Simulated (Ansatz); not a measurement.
# BBrFH3: the cost of one run

Program: Ansatz 0.2.0. Level of theory: RKS PBE-D4/def2-SVP. These are calculated values, not measurements.

## Step 1: The starting structure

Bond lengths: B1–F3 1.320 Å, B1–H4 1.190 Å, B1–Br5 2.340 Å, Br5–H6 1.661 Å. Angles: F3–B1–H4 120.0°, F3–B1–Br5 96.8°, H4–B1–Br5 101.3°, B1–Br5–H6 53.8°.

As a file:

```xyz
6

B     0.0000    0.0000    0.0000
H     0.0000    0.0000    1.5400
F     1.1431    0.0000   -0.6600
H    -1.0305    0.0000   -0.5950
Br    0.1049    2.2181    0.7379
H     0.0410    0.8666    1.7013
```

## Step 2: Pulling towards end A

Springs on the bonds that form and break draw the guess towards this end; the thresholds are loose.

Contents of input.yaml:

```yaml
crystal:
  periodic: [false, false, false]
  atoms:
    - { symbol: B, position_ang: [0.0, 0.0, 0.0] }
    - { symbol: H, position_ang: [0.0, 0.0, 1.54] }
    - { symbol: F, position_ang: [1.1431, 0.0, -0.66] }
    - { symbol: H, position_ang: [-1.0305, 0.0, -0.595] }
    - { symbol: Br, position_ang: [0.1049, 2.2181, 0.7379] }
    - { symbol: H, position_ang: [0.041, 0.8666, 1.7013] }
basis:
  gaussian: { orbitals: def2-SVP }
hamiltonian:
  xc: pbe
  dispersion: d4
relax:
  f_tol: 0.15
  max_steps: 25
  restrain:
    - { distance: [0, 4], at: 3.24, k: 30.0 }
    - { distance: [5, 1], at: 1.86, k: 30.0 }
    - { distance: [0, 1], at: 1.19, k: 30.0 }
    - { distance: [5, 4], at: 1.55, k: 30.0 }
```

Launch:

```bash
$ ansatz run input.yaml --threads 1 --pin off --max-ram 2048MiB --backend cpu --events-out ev --progress --plain --runs-dir out
```

Q: Estimate wall time and peak memory on 1 thread of Intel Xeon Platinum 8488C (Sapphire Rapids), shared host.

About 8.5 s, with a peak of 0.15 GiB.
